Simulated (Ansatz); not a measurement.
# Cl₂F₃HSi₂: ionisation energy by level of theory

How much energy removes an electron from Cl₂F₃HSi₂ at fixed geometry? The cation is run at each level and the neutral's energy taken from earlier runs.

Program: Ansatz 0.2.0, Gaussian basis. Level of theory: unrestricted cation, the program's frozen cores in correlated methods. These are calculated values, not measurements.

Plan: UKS PBE-D4/def2-TZVPP; UKS r2SCAN-D4/def2-TZVPP; UKS PBE0-D4/def2-TZVPP; UKS B3LYP-D4/def2-TZVPP; UKS wB97X-V/def2-TZVPP; UKS wB97M-V/def2-TZVPP; UKS B2PLYP/def2-TZVPP; UHF-CCSD(T)/def2-TZVPP; UHF-MP2/def2-QZVPP; extrapolation to the limit; then −ε(HOMO) from the neutral's earlier runs with LDA (SPW92), PBE-D4, revPBE-D4, BLYP-D4, r2SCAN-D4, B97M-V, PBE0-D4, B3LYP-D4, r2SCANh-D4, r2SCAN0-D4, HSE06-D4, BHLYP-D4, CAM-B3LYP-D4, LC-ωPBE, ωB97X-V, ωB97M-V.

**1. The geometry**

The geometry comes from an earlier relaxation with PBE0-D4 in a triple-zeta def2 set; it is a stationary point, not always the lowest conformer.

SMILES `F[Si](F)(F)[SiH](Cl)Cl`, 8 atoms, charge 0, spin multiplicity 1.

Atoms are counted from 1 here; the program's logs count them from 0.

Bond lengths: F1–Si2 1.578 Å, Si2–F3 1.576 Å, Si2–F4 1.578 Å, Si2–Si5 2.334 Å, Si5–Cl6 2.040 Å, Si5–Cl7 2.040 Å, Si5–H8 1.478 Å. Angles: F1–Si2–F3 107.9°, F1–Si2–F4 107.5°, F1–Si2–Si5 111.2°, F3–Si2–F4 107.9°, F3–Si2–Si5 111.1°, F4–Si2–Si5 111.2°, Si2–Si5–Cl6 107.8°, Si2–Si5–Cl7 107.8°, Si2–Si5–H8 113.3°, Cl6–Si5–Cl7 110.6°, Cl6–Si5–H8 108.7°, Cl7–Si5–H8 108.7°.

**2. Cation, UKS PBE-D4/def2-TZVPP**

Input file in.yaml:

```yaml
crystal:
  periodic: [false, false, false]
  atoms:
    - {symbol: F, position_ang: [0.671874, -1.093906, 1.925900]}
    - {symbol: Si, position_ang: [0.859506, -0.726712, 0.402624]}
    - {symbol: F, position_ang: [2.234477, 0.029156, 0.253046]}
    - {symbol: F, position_ang: [0.960268, -2.079427, -0.403838]}
    - {symbol: Si, position_ang: [-0.908657, 0.586037, -0.371590]}
    - {symbol: Cl, position_ang: [-0.937225, 2.304468, 0.728180]}
    - {symbol: Cl, position_ang: [-0.563625, 0.998463, -2.339882]}
    - {symbol: H, position_ang: [-2.224417, -0.075180, -0.250341]}
basis:
  gaussian: {orbitals: def2-TZVPP}
total_charge: 1
magnetization: {spin_polarized: true, initial_magnetization: 1}
hamiltonian: {xc: pbe, dispersion: d4}
```

The run is started by

```bash
> ansatz run in.yaml --threads 2 --pin off --events-out ev --progress --plain --max-ram 32768MiB --backend cuda --devices 0, --max-vram 18GiB
```

The runs that follow: Cation, UKS r2SCAN-D4/def2-TZVPP; Cation, UKS PBE0-D4/def2-TZVPP; Cation, UKS B3LYP-D4/def2-TZVPP; Cation, UKS wB97X-V/def2-TZVPP; Cation, UKS wB97M-V/def2-TZVPP; Cation, UKS B2PLYP (frozen core)/def2-TZVPP; Cation, UHF-CCSD(T)/def2-TZVPP; Cation, UHF-MP2/def2-QZVPP.

**Question.** What will the summary of the whole plan be? Wanted: ionisation energy, CCSD(T)/CBS; nearest functional by difference; nearest −ε(HOMO); −ε(HOMO) of PBE; T1 of the cation.

As calculated:

| quantity | value |
| --- | --- |
| ionisation energy, CCSD(T)/CBS | 11.48 eV |
| nearest functional by difference | ωB97X-V (-0.19 eV) |
| nearest −ε(HOMO) | LC-ωPBE (+0.16 eV) |
| −ε(HOMO) of PBE | 7.65 eV |
| T1 of the cation | 0.021 |

By cation minus neutral, the functionals miss by 1.02 eV at most. −ε(HOMO) of PBE misses by 3.8 eV, since self-interaction lifts the level. Among orbital estimates LC-ωPBE comes nearest.
